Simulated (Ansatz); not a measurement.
# Si: the cost of one run

Method: DFT PBE, plane waves, PAW, scalar-relativistic, no spin polarisation, in Ansatz 0.2.0.

1 further run of the same task is left out (it didn't finish).

### Step 1. The structure to begin with

The cell holds 17 atoms (Si17): a = 7.679 Å, b = 7.679 Å, c = 7.679 Å, α = 60.00°, β = 60.00°, γ = 60.00°.

Its coordinates follow in the input file.

### Step 2. Relaxing end A

The input, input.yaml:

```yaml
crystal:
  lattice:
    - [0.0, 5.43, 5.43]
    - [5.43, 0.0, 5.43]
    - [5.43, 5.43, 0.0]
  atoms:
    - { symbol: Si, position: [0.0, 0.0, 0.0] }
    - { symbol: Si, position: [0.125, 0.125, 0.125] }
    - { symbol: Si, position: [0.0, 0.0, 0.5] }
    - { symbol: Si, position: [0.125, 0.125, 0.625] }
    - { symbol: Si, position: [0.0, 0.5, 0.0] }
    - { symbol: Si, position: [0.125, 0.625, 0.125] }
    - { symbol: Si, position: [0.0, 0.5, 0.5] }
    - { symbol: Si, position: [0.125, 0.625, 0.625] }
    - { symbol: Si, position: [0.5, 0.0, 0.0] }
    - { symbol: Si, position: [0.625, 0.125, 0.125] }
    - { symbol: Si, position: [0.5, 0.0, 0.5] }
    - { symbol: Si, position: [0.625, 0.125, 0.625] }
    - { symbol: Si, position: [0.5, 0.5, 0.0] }
    - { symbol: Si, position: [0.625, 0.625, 0.125] }
    - { symbol: Si, position: [0.5, 0.5, 0.5] }
    - { symbol: Si, position: [0.625, 0.625, 0.625] }
    - { symbol: Si, position: [0.2280213, 0.7578405, 0.7571297] }
basis:
  ecutwfc: 420.0
kpoints:
  mp_grid: { grid: [2, 2, 2] }
hamiltonian:
  xc: pbe
scf:
  occupations: { method: gaussian, width: 0.05 }
  lower_state_search: "off"
relax:
  f_tol: 0.03
  max_steps: 60
  adjacent_minimum: "off"
```

On the command line:

```sh
$ ansatz run input.yaml --threads 1 --pin off --max-ram 3072MiB --backend cpu --events-out ev --progress --plain --runs-dir out
```

**Question.** How long does this run take on 1 thread of Arm Neoverse V2, shared host, and how much memory does it need?

About 16 s, with a peak of 0.5 GiB.
